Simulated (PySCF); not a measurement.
# MoSe4: the cost of one run

Computed with PySCF 2.14.0 and routines of our own; the level stands in each step. Atoms count from 0.

### Step 1. The system as given

5 atoms, charge -2, multiplicity 1; geometry from: GFN2-xTB.

### Step 2. Relaxing the molecule at PBE0-D3(BJ)/def2-SVP

Job settings and geometry (Å):

```
{"job": {"xc": "PBE0", "basis": "def2-SVP", "d3": "d3bj", "grid": 1, "maxiter": 30, "shake": 0.01, "kind": "geom"}, "charge": -2, "multiplicity": 1}
Se     0.097030    -0.015800     2.302460
Mo    -0.003990    -0.003760    -0.006200
Se    -0.349890     2.145630    -0.777910
Se    -1.697600    -1.340950    -0.712790
Se     1.988030    -0.819090    -0.843450
```

Run with:

```console
$ OMP_NUM_THREADS=1 python heavy_run.py task.json out
```

One launch serves the whole session: the jobs run in the order shown.

Q: Estimate the wall time and peak memory of this first job on 1 thread of Arm Neoverse V2, shared host.

About 3.2 min, with a peak of 0.97 GiB.
